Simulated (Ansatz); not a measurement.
# Cu2H2O3 (element-swapped structure): how the settings move a single-point run

Method: reference: DFT r2SCAN, plane waves, PAW, scalar-relativistic, no spin polarisation, in Ansatz 0.2.0.

## 1. Starting point

Symmetry: P-3m1, No. 164, trigonal system. Conventional cell: a = 3.043 Å, b = 3.043 Å, c = 7.605 Å, α = 90.00°, β = 90.00°, γ = 120.00°. H (site symmetry 3m) is surrounded by 1 O at 0.98 Å. Around Cu (site symmetry 3m) lie 6 O at 2.07 to 2.14 Å. O (site symmetry 3m) has 1 H at 0.98 Å as nearest neighbours. Around O (site symmetry -3m) lie 6 Cu at 2.14 Å.

As a file:

```cif
data_structure
_symmetry_space_group_name_H-M 'P 1'
_symmetry_Int_Tables_number 1
_cell_length_a 3.0432
_cell_length_b 3.0432
_cell_length_c 7.6055
_cell_angle_alpha 90.000
_cell_angle_beta 90.000
_cell_angle_gamma 120.000
_cell_volume 61.00
loop_
_atom_site_label
_atom_site_type_symbol
_atom_site_fract_x
_atom_site_fract_y
_atom_site_fract_z
_atom_site_occupancy
H1 H 0.33330 0.66670 0.56660 1
H2 H 0.66670 0.33330 0.43340 1
Cu1 Cu 0.66670 0.33330 0.83990 1
Cu2 Cu 0.33330 0.66670 0.16010 1
O1 O 0.33330 0.66670 0.69490 1
O2 O 0.66670 0.33330 0.30510 1
O3 O 0.00000 0.00000 0.00000 1
```

## 2. Reference

Contents of input.yaml:

```yaml
crystal:
  lattice:
    - [3.04317595, 0.0, 0.0]
    - [-1.52158849, 2.63546973, 0.0]
    - [0.0, 0.0, 7.60547371]
  atoms:
    - { symbol: H, position: [0.3333, 0.6667, 0.5666] }
    - { symbol: H, position: [0.6667, 0.3333, 0.4334] }
    - { symbol: Cu, position: [0.6667, 0.3333, 0.8399] }
    - { symbol: Cu, position: [0.3333, 0.6667, 0.1601] }
    - { symbol: O, position: [0.3333, 0.6667, 0.6949] }
    - { symbol: O, position: [0.6667, 0.3333, 0.3051] }
    - { symbol: O, position: [0.0, 0.0, 0.0] }
  symmetry: { tolerance: 0.0003 }
kpoints:
  mp_grid: { grid: [7, 7, 3], shift: [0, 0, 0] }
magnetization:
  spin_polarized: false
scf:
  occupations: { method: fermi_dirac }
hamiltonian:
  pseudopotentials: { kind: paw }
  xc: r2scan
basis:
  ecutwfc: 500
output:
  forces: true
  stress: true
  eigenvalues: true
```

Command:

```
ansatz run input.yaml --threads 1 --pin off --max-ram 2560MiB --backend cpu --events-out ev --progress --plain --runs-dir out
```

**Question.** How long does this run take on 1 thread of Arm Neoverse V2, shared host, and how much memory does it need?

About 7.4 s, with a peak of 0.49 GiB.
